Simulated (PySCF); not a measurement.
**DyBr2: other functionals and bases at one geometry**

One table from this session's results is given with a row withheld; the runs are named, their logs left out.

Computed with PySCF 2.14.0. Level: several levels, as the steps say, no spin–orbit coupling.

1 further run of the same task is left out (for a known fault of the program).

### The system as given

3 atoms, charge 0, spin multiplicity 1.

Bond lengths: Dy1–Br2 2.759 Å, Dy1–Br3 2.759 Å. Angles: Br2–Dy1–Br3 167.3°.

As a file:

```xyz
3
Br2Dy
Dy    0.0000    0.0000    0.0060
Br    2.7420    0.0000    0.3109
Br   -2.7420    0.0000    0.3109
```

Formal oxidation states: Dy +2. Each metal's 10 4f electrons lie in its core potential, so multiplicities, spins and levels count the valence alone. An earlier session relaxed this geometry at PBE0, Dy lcecp-0-SVP with ECP56, Br def2-SVP (singlet, point group C2v).

At PBE0 on the finer grid: E = -5178.188685 Eh, frontier levels not given, since the 4f levels lie in the core, Mulliken charge on Dy1 +0.85 e, largest force component 0.002 eV/Å. 

Levels to run: wB97X; HF; PBE0, TZVP. Hardware: 2 threads of Arm Neoverse V2, shared host.

The first run:

Contents of run.py (the lines that set the calculation):

```python
mol = gto.M(atom='''
Dy     0.00000     0.00000     0.00605
Br     2.74199     0.00000     0.31087
Br    -2.74199     0.00000     0.31087''',
    basis={'Dy': 'lcecp-0-SVP', 'Br': 'def2-SVP'},
    ecp={'Dy': 'lcecp-0-SVP'},
    charge=0, spin=0)
mf = dft.RKS(mol, xc='WB97X')
mf.grids.atom_grid = (75, 302)  # f atoms: unpruned, at least (60, 302)
mf = mf.density_fit()  # fitting sets: Dy AutoAux, Br def2-universal-JKFIT
mf.conv_tol = 1e-08; mf.max_cycle = 55
mf.kernel(dm0)  # dm0: the density of the relaxed state
```

On the command line:

```sh
$ OMP_NUM_THREADS=2 python run.py
```

Steps of the session up to this table: wB97X; HF; PBE0, TZVP.

One of the session's tables, all rows but one given; the rest of the session is left out.

| level | charge on Dy1 (e) | dipole (D) | largest force component (eV/Å) |
| --- | --- | --- | --- |
| PBE0 (relaxed here) | 0.85 | 1.82 | 0.00 |
| wB97X | ? | ? | ? |
| HF | 1.08 | 1.98 | 0.47 |
| PBE0, TZVP | 1.19 | 1.82 | 0.03 |

Estimate the missing values for wB97X.

**Answer.** charge on Dy1 (e): 0.88; dipole (D): 1.88; largest force component (eV/Å): 0.04. In the column «charge on Dy1 (e)» it lies between PBE0 (relaxed here) (0.85) and HF (1.08).

The largest leftover force, 0.47 eV/Å with HF, stands at a geometry relaxed at another level. With 4f in the core, its levels are missing from HOMO and gap, and its count is fixed, so no charge can pass from the ligands into it. Total energies of different levels can't be compared.
